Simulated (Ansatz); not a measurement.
# GeN+ (singlet): wave-function methods side by side at distance Ge1–N2 = 3.573 Å, 6-31G

Aim: climb from Hartree-Fock through coupled cluster and multireference methods for GeN+ (singlet) at one geometry and basis, and see what each rung misses.

Computed with Ansatz 0.2.0, Gaussian basis. Level: 6-31G, core rule «outside noble gas», up to 15 orbitals frozen.

To be run: UHF; CCSD(T) on RHF; CCSD(T) on UHF; BCCD(T) on RHF; CISD; CCSDT(Q) on RHF; CCSDT(Q) on UHF; CASSCF and MRCISD+Q, 2 electrons in 2 orbitals; CASSCF and NEVPT2, 2 electrons in 2 orbitals; CASSCF and MRCISD+Q, 8 electrons in 8 orbitals; CASSCF and NEVPT4(SD), 8 electrons in 8 orbitals; CASSCF and NEVPT2, 8 electrons in 8 orbitals; Full CI.

37 further runs of the same task are left out: 5 for a known fault of the program, 1 for a mislabelled method, 29 that didn't finish, 2 set aside as unsound or not needed.

### Step 1. The geometry

The geometry derives from a PBE0/def2-TZVP stationary point (not a proven minimum). One bond is set to the value named and the two fragments are kept rigid. No spin-orbit coupling is included. The filled d shell of Ge may be among the frozen orbitals whatever the setting's name suggests; the logs give the count.

2 atoms, charge 1, spin multiplicity 1.

Atoms are counted from 1 here; the program's logs count them from 0.

No contacts short enough for the rule that draws bonds.

### Step 2. UHF

The input, in.yaml:

```yaml
crystal:
  periodic: [false, false, false]
  atoms:
    - {symbol: Ge, position_ang: [0.000000, 0.000000, 0.000000]}
    - {symbol: N, position_ang: [0.000000, 0.000000, 3.573000]}
basis:
  gaussian: {orbitals: 6-31G}
total_charge: 1
magnetization: {spin_polarized: true, initial_magnetization: 0}
hamiltonian: {xc: hf}
output: {orbitals: {seedname: orbitals}}
```

Run with:

```
$ ansatz run in.yaml --threads 1 --pin off --events-out ev --progress --plain --max-ram 2393MiB
```

After this run come: CCSD(T) on RHF; CCSD(T) on UHF; BCCD(T) on RHF; CISD; CCSDT(Q) on RHF; CCSDT(Q) on UHF; CASSCF and MRCISD+Q, 2 electrons in 2 orbitals; CASSCF and NEVPT2, 2 electrons in 2 orbitals; CASSCF and MRCISD+Q, 8 electrons in 8 orbitals; CASSCF and NEVPT4(SD), 8 electrons in 8 orbitals; CASSCF and NEVPT2, 8 electrons in 8 orbitals; Full CI.

**Question.** What will the summary of the whole plan be? Wanted: FCI below the RHF energy; RMP2 from FCI; RCCSD from FCI; RCCSD(T) from FCI; RCCSDT(Q) from FCI; T1 diagnostic; effectively unpaired electrons.

As calculated:

| quantity | value |
| --- | --- |
| FCI below the RHF energy | -6.3922 eV |
| RMP2 from FCI | +224.3 kJ/mol |
| RCCSD from FCI | +51.9 kJ/mol |
| RCCSD(T) from FCI | +6.8 kJ/mol |
| RCCSDT(Q) from FCI | +2.8 kJ/mol |
| levels within 1 kcal/mol (43 meV) | RCCSDT(Q) |
| T1 diagnostic | 0.049 |
| effectively unpaired electrons | 3.45 |

**Reading.** RCCSD(T) misses by +6.8 kJ/mol, 1.1 % of the correlation energy. The occupations show strong static correlation (3.5 unpaired electrons where one determinant has 0). Coupled cluster on one determinant still stays close here. These misses are within one basis, not against nature.
